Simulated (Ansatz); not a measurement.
**Si2H4O + H2O: a complex and its separated parts**

Aim: how far the complex at one end of a reaction step lies below its separated, relaxed parts, level by level.

The runs use Ansatz 0.2.0, Gaussian basis; PBE0-D4/def2-TZVP structures, single points in def2-TZVPP, no counterpoise correction.

Levels: SPW92, PBE-D4, BLYP-D4, r2SCAN-D4, B97M-V, PBE0-D4, B3LYP-D4, r2SCAN0-D4, BHLYP-D4, CAM-B3LYP-D4, wB97X-V, wB97M-V, B2PLYP, PBE-QIDH, RPA on PBE, Hartree-Fock, MP2, CCSD, CCSD(T).

Cores are frozen in the correlated methods. B3LYP uses VWN-RPA correlation. B2PLYP carries no dispersion term here.

56 further runs of the same task are left out: 56 set aside as unsound or not needed.

## (1) The system as given

The complex: 10 atoms, charge 0, spin multiplicity 1.

Atoms are counted from 1 here; the program's logs count them from 0.

Bond lengths: Si1–O2 1.989 Å, Si1–O3 1.539 Å, Si1–H5 1.501 Å, Si1–Si6 2.349 Å, O2–H4 0.981 Å, O2–H7 0.966 Å, Si6–H8 1.491 Å, Si6–H9 1.488 Å, Si6–H10 1.486 Å. Angles: O2–Si1–O3 94.0°, O2–Si1–H5 95.3°, O2–Si1–Si6 101.4°, O3–Si1–H5 122.3°, O3–Si1–Si6 122.3°, H5–Si1–Si6 111.1°, Si1–O2–H4 88.9°, Si1–O2–H7 115.5°, H4–O2–H7 108.1°, Si1–Si6–H8 110.4°, Si1–Si6–H9 109.4°, Si1–Si6–H10 110.4°, H8–Si6–H9 108.2°, H8–Si6–H10 109.0°, H9–Si6–H10 109.3°.

As a file:

```xyz
10
H6O2Si2
Si   -0.7327   -0.1053   -0.5283
O     0.7109    1.0407   -1.2761
O    -0.7525   -1.0560   -1.7378
H     0.7202    0.4747   -2.0777
H    -1.7247    1.0100   -0.3669
Si    0.1905   -0.7240    1.5408
H     0.4417    1.9303   -1.5392
H     0.4894    0.4857    2.3591
H    -0.7877   -1.5608    2.2869
H     1.4449   -1.4952    1.3392
```

Its parts: Si2H4O holds atoms 1, 3, 5, 6, 8, 9, 10; H2O holds atoms 2, 4, 7. Each part counts its atoms afresh in its own runs.

## (2) Relaxing Si2H4O alone

Input file relax-a/in.yaml:

```yaml
crystal:
  periodic: [false, false, false]
  atoms:
    - {symbol: Si, position_ang: [-0.732727, -0.105292, -0.528275]}
    - {symbol: O, position_ang: [-0.752494, -1.056024, -1.737764]}
    - {symbol: H, position_ang: [-1.724728, 1.009967, -0.366850]}
    - {symbol: Si, position_ang: [0.190544, -0.723986, 1.540825]}
    - {symbol: H, position_ang: [0.489380, 0.485748, 2.359063]}
    - {symbol: H, position_ang: [-0.787694, -1.560782, 2.286902]}
    - {symbol: H, position_ang: [1.444878, -1.495159, 1.339229]}
basis:
  gaussian: {orbitals: def2-TZVP}
hamiltonian: {xc: pbe0, dispersion: d4}
relax: {f_tol: 0.005, max_steps: 200}
```

Run with:

```
$ ansatz run in.yaml --threads 4 --pin off --events-out ev --progress --plain --max-ram 9574MiB
```

Further steps of the session: Relaxing H2O alone; SPW92/def2-TZVPP; PBE-D4/def2-TZVPP; BLYP-D4/def2-TZVPP; r2SCAN-D4/def2-TZVPP; B97M-V/def2-TZVPP; PBE0-D4/def2-TZVPP; B3LYP-D4/def2-TZVPP; r2SCAN0-D4/def2-TZVPP; BHLYP-D4/def2-TZVPP; CAM-B3LYP-D4/def2-TZVPP; wB97X-V/def2-TZVPP; wB97M-V/def2-TZVPP; B2PLYP/def2-TZVPP; PBE-QIDH/def2-TZVPP; RPA on PBE/def2-TZVPP; CCSD(T)/def2-TZVPP; Vibrations of Si2H4O; Vibrations of H2O.

**Question.** What will these runs give? Wanted: complex less parts, CCSD(T)/def2-TZVPP; with zero-point energy; largest T1 diagnostic.

The runs gave:

| quantity | value |
| --- | --- |
| complex less parts, CCSD(T)/def2-TZVPP | -70.6 kJ/mol |
| with zero-point energy | -58.3 kJ/mol |
| largest T1 diagnostic | 0.021 |

In words: At CCSD(T) the complex lies 70.6 kJ/mol below its parts. Among the functionals B3LYP-D4 lands nearest to CCSD(T) (-1.5 kJ/mol) and SPW92 farthest (-40.2 kJ/mol). Mean unsigned error by rung: LDA 40.2, GGA 6.5, meta-GGA 10.5, hybrid 10.5, range-separated hybrid 11.3, double hybrid 7.5 kJ/mol. PBE-D4 gives a relative energy 6.5 kJ/mol too low, outside chemical accuracy (1 kcal/mol, 4.2 kJ/mol). No counterpoise was applied, and triple zeta lacks some correlation, so the CCSD(T) reference has a basis error of its own, and close matches with it are partly luck.
